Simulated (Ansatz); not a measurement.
# InSiH₅: vertical ionisation energy

One table from this session's results is given with a row withheld; the runs are named, their logs left out.

Method: unrestricted cation, the program's frozen cores in correlated methods; program: Ansatz 0.2.0, Gaussian basis.

Plan: UKS PBE-D4/def2-TZVPP; UKS r2SCAN-D4/def2-TZVPP; UKS PBE0-D4/def2-TZVPP; UKS B3LYP-D4/def2-TZVPP; UKS wB97X-V/def2-TZVPP; UKS wB97M-V/def2-TZVPP; UKS B2PLYP/def2-TZVPP; UHF-CCSD(T)/def2-TZVPP; UHF-MP2/def2-QZVPP; extrapolation to the limit; then −ε(HOMO) from the neutral's earlier runs with LDA (SPW92), PBE-D4, revPBE-D4, BLYP-D4, r2SCAN-D4, B97M-V, PBE0-D4, B3LYP-D4, r2SCANh-D4, r2SCAN0-D4, HSE06-D4, BHLYP-D4, CAM-B3LYP-D4, LC-ωPBE, ωB97X-V, ωB97M-V.

## The geometry

An earlier PBE0-D4 in a triple-zeta def2 set relaxation fixed the geometry. In takes the def2 core potential; no spin-orbit term is included.

SMILES `[SiH3][InH2]`, 7 atoms, charge 0, spin multiplicity 1.

Atoms are counted from 1 here; the program's logs count them from 0.

Bond lengths: Si1–In2 2.575 Å, Si1–H3 1.488 Å, Si1–H4 1.491 Å, Si1–H5 1.491 Å, In2–H6 1.729 Å, In2–H7 1.730 Å. Angles: In2–Si1–H3 113.2°, In2–Si1–H4 110.5°, In2–Si1–H5 110.1°, H3–Si1–H4 107.8°, H3–Si1–H5 107.7°, H4–Si1–H5 107.3°, Si1–In2–H6 122.1°, Si1–In2–H7 119.9°, H6–In2–H7 118.0°.

The first run:

Contents of in.yaml:

```yaml
crystal:
  periodic: [false, false, false]
  atoms:
    - {symbol: Si, position_ang: [-0.667121, -0.641519, -0.642066]}
    - {symbol: In, position_ang: [0.830842, 0.837600, 0.840482]}
    - {symbol: H, position_ang: [-2.119861, -0.371129, -0.463583]}
    - {symbol: H, position_ang: [-0.432024, -2.083331, -0.345893]}
    - {symbol: H, position_ang: [-0.338037, -0.425501, -2.080050]}
    - {symbol: H, position_ang: [0.179130, 2.062129, 1.871996]}
    - {symbol: H, position_ang: [2.547071, 0.621750, 0.819114]}
basis:
  gaussian: {orbitals: def2-TZVPP}
total_charge: 1
magnetization: {spin_polarized: true, initial_magnetization: 1}
hamiltonian: {xc: pbe, dispersion: d4}
```

Steps of the session up to this table: Cation, UKS PBE-D4/def2-TZVPP; Cation, UKS r2SCAN-D4/def2-TZVPP; Cation, UKS PBE0-D4/def2-TZVPP; Cation, UKS B3LYP-D4/def2-TZVPP; Cation, UKS wB97X-V/def2-TZVPP; Cation, UKS wB97M-V/def2-TZVPP; Cation, UKS B2PLYP (frozen core)/def2-TZVPP; Cation, UHF-CCSD(T)/def2-TZVPP; Cation, UHF-MP2/def2-QZVPP.

One of the session's tables, all rows but one given; the rest of the session is left out.

For comparison, −ε(HOMO) of the neutral from earlier runs:

| functional | −ε(HOMO) (eV) |
| --- | --- |
| LDA (SPW92) | 6.47 |
| PBE-D4 | 6.36 |
| revPBE-D4 | 6.31 |
| BLYP-D4 | 6.22 |
| r2SCAN-D4 | 6.59 |
| B97M-V | 6.68 |
| PBE0-D4 | 7.37 |
| B3LYP-D4 | ? |
| r2SCANh-D4 | 6.96 |
| r2SCAN0-D4 | 7.52 |
| HSE06-D4 | 6.98 |
| BHLYP-D4 | 8.27 |
| CAM-B3LYP-D4 | 8.59 |
| LC-ωPBE | 9.87 |
| ωB97X-V | 9.55 |
| ωB97M-V | 9.36 |

Q: Estimate the row for B3LYP-D4 from the others.

Worked estimate for «−ε(HOMO) (eV)». Against the share of exact exchange, BLYP-D4 (0, 6.22), BHLYP-D4 (0.5, 8.27) give a slope of 4.10 per unit share; at 0.2 the line stands at 7.04.

As computed: −ε(HOMO) (eV): 7.18. In «−ε(HOMO) (eV)» the line misses by -0.14.

Caveats from the session: The cation may have settled in a state other than its lowest; no search over hole states beyond the program's own was made.
